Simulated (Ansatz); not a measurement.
# AlGeH3O2: the cost of one run

Program: Ansatz 0.2.0, Gaussian basis. Level of theory: the settings change from run to run. These are calculated values, not measurements.

## Step 1: The geometry

The geometry comes from an earlier relaxation with PBE0-D4 in a triple-zeta def2 set; it is a stationary point, not always the lowest conformer.

SMILES `[OH][GeH]1[O][AlH]1`, 7 atoms, charge 0, spin multiplicity 1.

Atoms are counted from 1 here; the program's logs count them from 0.

Bond lengths: O1–Ge2 1.778 Å, O1–H5 0.960 Å, Ge2–O3 1.872 Å, Ge2–Al4 2.339 Å, Ge2–H6 1.539 Å, O3–Al4 1.703 Å, Al4–H7 1.576 Å. Angles: Ge2–O1–H5 112.7°, O1–Ge2–O3 110.9°, O1–Ge2–Al4 126.2°, O1–Ge2–H6 101.2°, O3–Ge2–Al4 46.1°, O3–Ge2–H6 110.9°, Al4–Ge2–H6 131.2°, Ge2–O3–Al4 81.6°, Ge2–Al4–O3 52.3°, Ge2–Al4–H7 169.9°, O3–Al4–H7 137.7°.

## Step 2: rPW86-PBE/def2-mTZVPP

This run has charge +1, multiplicity 2.

Contents of in.yaml:

```yaml
crystal:
  periodic: [false, false, false]
  atoms:
    - {symbol: O, position_ang: [-1.596943, 1.260124, 0.019799]}
    - {symbol: Ge, position_ang: [0.068096, 0.725572, 0.342687]}
    - {symbol: O, position_ang: [0.114250, -1.094376, 0.777067]}
    - {symbol: Al, position_ang: [1.126406, -1.139753, -0.591896]}
    - {symbol: H, position_ang: [-1.991131, 0.812488, -0.731987]}
    - {symbol: H, position_ang: [0.428750, 1.590668, 1.563913]}
    - {symbol: H, position_ang: [1.911873, -2.222823, -1.425383]}
basis:
  gaussian: {orbitals: def2-mTZVPP}
total_charge: 1
magnetization: {spin_polarized: true, initial_magnetization: 1}
hamiltonian: {xc: {name: rPW86-PBE}}
```

The run is started by

```sh
> ansatz run in.yaml --threads 2 --pin off --events-out ev --progress --plain --max-ram 4352MiB
```

What time and memory should one allow on 2 threads of Arm Neoverse V2, shared host?

About 8 s, with a peak of 0.27 GiB.
